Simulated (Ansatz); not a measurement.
Ba2Tl5V3O12:

```
Ba V Tl O
1.0
     6.49009   -6.67692    0.00000
     6.49009    6.67692    0.00000
    -2.00957    0.00000    5.73760
Ba V Tl O
2 3 5 12
Direct
  0.47917 0.52083 0.00000
  0.79264 0.20736 0.00000
  0.65694 0.94605 0.25735
  0.05395 0.34306 0.74265
  0.57442 0.42558 0.50000
  0.49835 0.85629 0.63726
  0.14371 0.50165 0.36274
  0.01508 0.98492 0.50000
  0.30964 0.12677 0.21892
  0.87323 0.69036 0.78108
  0.00390 0.26325 0.44275
  0.59719 0.60676 0.67706
  0.91333 0.42820 0.84635
  0.52536 0.79943 0.20594
  0.68766 0.41628 0.31356
  0.09251 0.20316 0.88601
  0.58372 0.31234 0.68644
  0.79684 0.90749 0.11399
  0.57180 0.08667 0.15365
  0.20057 0.47464 0.79406
  0.73675 0.99610 0.55725
  0.39324 0.40281 0.32294
```

The cell was built by a generator and needn't be a form met in nature.

| Quantity | Value |
| --- | --- |
| Program | Ansatz 0.2.0 |
| Task | relaxation of cell and atoms |
| Functional | r2SCAN |
| Dispersion | rVV10 |
| Potentials or basis | Ansatz PAW |
| Cutoff | 500 eV (not typed: the program's choice for these potentials) |
| k mesh | 2 × 2 × 4 |
| Occupations | fermi-dirac, width 0.05 eV |
| Spin | collinear spin, ferromagnetic start |
| Starting moments | [0.0, 0.0, 2.0, 2.0, 2.0, 0.0, 0.0, 0.0, 0.0, 0.0, 0.0, 0.0, 0.0, 0.0, 0.0, 0.0, 0.0, 0.0, 0.0, 0.0, 0.0, 0.0] μB |

At the start: volume 22.60 Å³/atom.

Problem. How do energy, volume and symmetry change on relaxing?

Solution. It ends after 12 steps and the volume is 19.89 Å³/atom (-12.0 %); space group C2 (No. 5, to 0.05 Å); moment 0.00 μB per cell.

The path:
| step | energy change (eV) | largest force (eV/Å) | volume (Å³) |
| --- | --- | --- | --- |
| 1 | 0.0000 | 0.4195 | 497.26 |
| 2 | -0.2853 | 0.2346 | 470.24 |
| 3 | -0.3793 | 0.1574 | 449.94 |
| 4 | -0.4038 | 0.1268 | 443.56 |
| 5 | -0.4132 | 0.1909 | 438.26 |
| 6 | -0.4222 | 0.0716 | 439.90 |
| 7 | -0.4250 | 0.1251 | 439.21 |
| 8 | -0.4256 | 0.0488 | 438.83 |
| 9 | -0.4268 | 0.0309 | 438.18 |
| 10 | -0.4271 | 0.0324 | 437.35 |
| 11 | -0.4272 | 0.0078 | 437.55 |
| 12 | -0.4088 | 0.0081 | 437.55 |

Final structure:
```
CELL_PARAMETERS angstrom
6.03887 -6.31340 -0.07870
6.03887 6.31340 -0.07870
-1.93943 0.00000 5.76346
ATOMIC_POSITIONS crystal
Ba 0.48438 0.51562 0.00000
Ba 0.80093 0.19907 0.00000
V 0.65089 0.94512 0.28145
V 0.05488 0.34911 0.71855
V 0.58049 0.41951 0.50000
Tl 0.47705 0.85562 0.65499
Tl 0.14438 0.52295 0.34501
Tl 0.03211 0.96789 0.50000
Tl 0.28897 0.11014 0.20694
Tl 0.88986 0.71103 0.79306
O 0.01271 0.25448 0.42502
O 0.60159 0.61032 0.67959
O 0.89905 0.42667 0.81106
O 0.49734 0.80309 0.23635
O 0.70422 0.42218 0.32165
O 0.10938 0.21148 0.87534
O 0.57782 0.29578 0.67835
O 0.78852 0.89062 0.12466
O 0.57333 0.10095 0.18894
O 0.19691 0.50266 0.76365
O 0.74552 0.98729 0.57498
O 0.38968 0.39841 0.32041
```

Caveat: the magnetic or orbital state may not be the lowest; the plane-wave basis is chosen anew once the cell has moved, so the energies of steps on either side of that aren't comparable; the PAW data sets come from PBE, with cores solved anew for the run's functional, which leaves a small shift of forces and pressure; the starting moments weren't kept.
